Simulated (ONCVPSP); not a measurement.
# Arsenic: generating and testing an ONCV potential

Task: generate the file, and judge it by its errors in other configurations, its logarithmic derivatives, its ghosts and its cutoff.

The numbers are computed with ONCVPSP 4.0.1.1 (patched build) (PBE, scalar-relativistic, spin-unpolarised reference atom).

### Step 1. Settings

The settings as typed:

```
element                 : arsenic (As, Z = 33)
type                    : optimised norm-conserving Vanderbilt (ONCV)
frozen core             : [Ar] 3d10
valence charge          : 5
reference configuration : 4s2 4p3
partial waves           : 4s: rc 1.65 bohr, ncon 3, nbas 8, qcut 4.9 1/bohr, 3 projectors, debl 1.6 Ha; 4p: rc 1.45 bohr, ncon 3, nbas 7, qcut 6 1/bohr, 1 projector; d scattering state at 0.16 Ha: rc 1.60 bohr, ncon 3, nbas 8, qcut 5.1 1/bohr, 2 projectors, debl 0.8 Ha
local potential         : polynomial inside 1.00 bohr (lpopt 2, dvloc0 6 Ha)
core correction         : Teter function, fcfact 5.5, rcfact 1.25
```

### Step 2. Generation

Contents of As.dat:

```
# ATOM AND REFERENCE CONFIGURATION
# atsym  z   nc   nv     iexc    psfile
  As 33.00    6    2        4      upf
#
#   n    l    f
    1    0    2.00
    2    0    2.00
    2    1    6.00
    3    0    2.00
    3    1    6.00
    3    2   10.00
    4    0    2.00
    4    1    3.00
#
# PSEUDOPOTENTIAL AND OPTIMIZATION
# lmax
    2
#
#   l,   rc,      ep,       ncon, nbas, qcut
    0    1.65    0.00    3    8    4.90
    1    1.45    0.00    3    7    6.00
    2    1.60    0.16    3    8    5.10
#
# LOCAL POTENTIAL
# lloc, lpopt,  rc(5),   dvloc0
    4    2    1.00    6.00
#
# VANDERBILT-KLEINMAN-BYLANDER PROJECTORs
# l, nproj, debl
    0    3    1.60
    1    1    1.50
    2    2    0.80
#
# MODEL CORE CHARGE
# icmod, fcfact, rcfact
    3    5.50    1.25
#
# LOG DERIVATIVE ANALYSIS
# epsh1, epsh2, depsh
   -2.00    5.00    0.02
#
# OUTPUT GRID
# rlmax, drl
    6.00    0.01
#
# TEST CONFIGURATIONS
# ncnf
    4
# nvcnf
#   n    l    f
    2
    4    0    2.00
    4    1    2.00
#
    2
    4    0    2.00
    4    1    1.00
#
    2
    4    0    2.00
    4    1    0.00
#
    2
    4    0    2.00
    4    1    2.50
#
```

Run with:

```bash
$ oncvpsp.x < As.dat > As.out
```

Q: Predict the outcome of this session. Wanted: cutoffs for 1 and 0.1 mHa per electron, occupied waves; bound ghosts; GHOST(+) flags; largest test error; largest phase difference near zero energy, channels read; rms error of d²Exc/dn², without and with the model core.

**Answer**, as computed:

| quantity | value |
| --- | --- |
| cutoffs for 1 and 0.1 mHa per electron, occupied waves | 9.6 Ha and 12 Ha |
| bound ghosts | d at -25.97 eV |
| GHOST(+) flags | s at 208 eV |
| largest test error (AE − PS) | -60 meV, for 4s2 4p0 |
| largest phase difference near zero energy, channels read | 0.015 rad |
| rms error of d²Exc/dn², without and with the model core | 4.71 and 0.75 mHa |

A bound ghost (d) makes it unfit for use: electrons can fall into a state that the atom doesn't have. The worst unpolarised test, 4s2 4p0, is off by 60 meV on 54.8 eV; by total energies transferability rates as fair. That test lies far up in energy; among those under 40 eV, nearer to bonding, the largest error is 12 meV. The potential is soft on the atom at that tolerance: the looser tolerance needs 9.6 Ha. That counts occupied waves only; other projectors can need more. Near zero energy the phases of the channels with partial waves agree within 0.015 rad. The program also flags highly localised states, GHOST(+) (s). All of this concerns the isolated atom, not yet a solid.
